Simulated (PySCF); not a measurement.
# FGe2H7Si: the cost of one run

Programs: PySCF 2.14.0, with density-fitted response routines of our own. Each step states its level of theory. These are calculated values for one molecule in the gas phase, unless marked as measured. Atoms are numbered from 0 throughout.

## 1. The starting structure

11 atoms, charge 0, multiplicity 1; geometry from: GFN2-xTB. The atoms were then displaced at random by about 0.01 Å, so the start is not that level's minimum.

Bonds of the start (Å): F0–Ge1 1.82, Ge1–Si2 2.39, Ge1–Ge3 2.45, Ge1–H4 1.55, Si2–H5 1.44, Si2–H6 1.47, Si2–H7 1.45, Ge3–H8 1.46, Ge3–H9 1.49, Ge3–H10 1.52.

## 2. Optimising the geometry at PBE0-D3(BJ)/def2-SVP

Job settings and geometry (Å):

```
{"job": {"xc": "PBE0", "basis": "def2-SVP", "d3": "d3bj", "grid": 1, "shake": 0.01, "kind": "geom"}, "charge": 0, "multiplicity": 1}
F     -0.079010    -2.137630    -0.692910
Ge     0.062680    -0.323960    -0.661610
Si    -2.170770     0.417320    -0.248470
Ge     2.034330     0.029860     0.755650
H      0.541320    -0.179270    -2.132250
H     -3.058960    -0.062730    -1.281910
H     -2.137980     1.881990    -0.235510
H     -2.572270    -0.058540     1.065380
H      3.262430    -0.642100     0.326430
H      2.361800     1.480400     0.901770
H      1.794530    -0.431160     2.187760
```

Run with:

```bash
> OMP_NUM_THREADS=1 python probes_run.py task.json out
```

The driver reads the jobs from task.json and runs them one after another.

Q: Estimate the wall time and peak memory of this first job on 1 thread of Arm Neoverse V1, shared host.

About 83 s, with a peak of 0.54 GiB.
